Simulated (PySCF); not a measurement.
# [DyCl3(H2O)]−: other functionals and bases at one geometry

How far do other levels of theory move the description of [DyCl3(H2O)]−, and what does each cost? The structure is generated, not taken from experiment.

Method: several levels, as the steps say, no spin–orbit coupling; program: PySCF 2.14.0.

1 further run of the same task is left out (for a known fault of the program).

### Step 1. The starting structure

7 atoms, charge -1, spin multiplicity 1.

Bond lengths: Dy1–Cl2 2.683 Å, Dy1–Cl3 2.727 Å, Dy1–Cl4 2.730 Å, Dy1–O5 2.579 Å, Dy1–H6 2.692 Å, Dy1–H7 2.693 Å, O5–H6 0.979 Å, O5–H7 0.979 Å. Angles: Cl2–Dy1–Cl3 125.4°, Cl2–Dy1–Cl4 125.3°, Cl2–Dy1–O5 133.1°, Cl2–Dy1–H6 143.0°, Cl2–Dy1–H7 142.9°, Cl3–Dy1–Cl4 107.7°, Cl3–Dy1–O5 72.1°, Cl3–Dy1–H6 51.0°, Cl3–Dy1–H7 80.5°, Cl4–Dy1–O5 72.0°, Cl4–Dy1–H6 80.4°, Cl4–Dy1–H7 50.8°, O5–Dy1–H6 21.3°, O5–Dy1–H7 21.3°, H6–Dy1–H7 33.4°, Dy1–O5–H6 85.9°, Dy1–O5–H7 85.9°, H6–O5–H7 104.5° and more.

As a file:

```csv
atom,x (Å),y (Å),z (Å)
Dy1,-0.0033,0.3242,0.3279
Cl2,1.7947,1.5946,1.8615
Cl3,-2.4989,-0.4367,1.1217
Cl4,0.5538,-0.9728,-2.0090
O5,-1.6829,1.1331,-1.4539
H6,-2.3568,0.6450,-0.9381
H7,-1.2825,0.4562,-2.0376
```

Formal oxidation states: Dy +2. Each metal's 10 4f electrons lie in its core potential, so multiplicities, spins and levels count the valence alone. An earlier session relaxed this geometry at PBE0, Dy lcecp-0-SVP with ECP56, Cl def2-SVP, O def2-SVP, H def2-SVP (singlet, point group Cs).

At PBE0 on the finer grid: E = -1487.292859 Eh, frontier levels not given, since the 4f levels lie in the core, Mulliken charge on Dy1 +0.47 e, largest force component 0.013 eV/Å. 

Levels to run: BLYP; wB97X; PBE0, TZVP. Hardware: 2 threads of Arm Neoverse V1, shared host.

### Step 2. BLYP

Input file run.py (the lines that set the calculation):

```python
mol = gto.M(atom='''
Dy    -0.00334     0.32418     0.32792
Cl     1.79467     1.59460     1.86151
Cl    -2.49886    -0.43666     1.12172
Cl     0.55377    -0.97276    -2.00905
O     -1.68294     1.13314    -1.45391
H     -2.35676     0.64504    -0.93807
H     -1.28250     0.45624    -2.03764''',
    basis={'Dy': 'lcecp-0-SVP', 'Cl': 'def2-SVP', 'O': 'def2-SVP', 'H': 'def2-SVP'},
    ecp={'Dy': 'lcecp-0-SVP'},
    charge=-1, spin=0)
mf = dft.RKS(mol, xc='BLYP')
mf.grids.atom_grid = (75, 302)  # f atoms: unpruned, at least (60, 302)
mf = mf.density_fit()  # fitting sets: Dy AutoAux, Cl def2-universal-JKFIT, O def2-universal-JKFIT, H def2-universal-JKFIT
mf.conv_tol = 1e-08; mf.max_cycle = 55
mf.kernel(dm0)  # dm0: the density of the relaxed state
```

Run with:

```
$ OMP_NUM_THREADS=2 python run.py
```

### Step 3. wB97X

Changes to run.py (the lines that set the calculation) since step 2:

```diff
@@ -11,3 +11,3 @@
     charge=-1, spin=0)
-mf = dft.RKS(mol, xc='BLYP')
+mf = dft.RKS(mol, xc='WB97X')
 mf.grids.atom_grid = (75, 302)  # f atoms: unpruned, at least (60, 302)
```

### Step 4. PBE0, TZVP

Basis: Dy lcecp-0-TZVP with ECP56, Cl def2-TZVP, O def2-TZVP, H def2-TZVP. 

Input file run.py (the lines that set the calculation):

```python
mol = gto.M(atom='''
Dy    -0.00334     0.32418     0.32792
Cl     1.79467     1.59460     1.86151
Cl    -2.49886    -0.43666     1.12172
Cl     0.55377    -0.97276    -2.00905
O     -1.68294     1.13314    -1.45391
H     -2.35676     0.64504    -0.93807
H     -1.28250     0.45624    -2.03764''',
    basis={'Dy': 'lcecp-0-TZVP', 'Cl': 'def2-TZVP', 'O': 'def2-TZVP', 'H': 'def2-TZVP'},
    ecp={'Dy': 'lcecp-0-TZVP'},
    charge=-1, spin=0)
mf = dft.RKS(mol, xc='PBE0')
mf.grids.atom_grid = (75, 302)  # f atoms: unpruned, at least (60, 302)
mf = mf.density_fit()  # fitting sets: Dy AutoAux, Cl def2-universal-JKFIT, O def2-universal-JKFIT, H def2-universal-JKFIT
mf.conv_tol = 1e-08; mf.max_cycle = 55
mf.kernel(dm0)  # dm0: free metal ions and neutral atoms
```

**Question.** What will these runs give? Wanted: for each run, charge on Dy1; dipole; largest force.

The runs gave:

| level | state | charge on Dy1 (e) | dipole (D) | largest force (eV/Å) | basis functions | time |
| --- | --- | --- | --- | --- | --- | --- |
| PBE0 (relaxed here) | singlet | 0.47 | 1.03 | 0.01 | 109 | 18 s |
| BLYP | singlet | 0.23 | 1.08 | 0.87 | 109 | 6.7 s |
| wB97X | singlet | 0.51 | 1.07 | 0.12 | 109 | 9.2 s |
| PBE0, TZVP | singlet | 1.03 | 0.84 | 0.24 | 201 | 20 s |

Times are on 2 threads of Arm Neoverse V1, shared host; the first row also made further properties. The dipole of a charged species depends on the origin, so these sizes hold for this origin alone.

The largest leftover force, 0.87 eV/Å with BLYP, stands at a geometry relaxed at another level. The Mulliken charge on Dy spans +0.23 to +1.03 e over the levels. With 4f in the core, its levels are missing from HOMO and gap. Total energies of different levels can't be compared. Spin–orbit coupling is left out throughout.
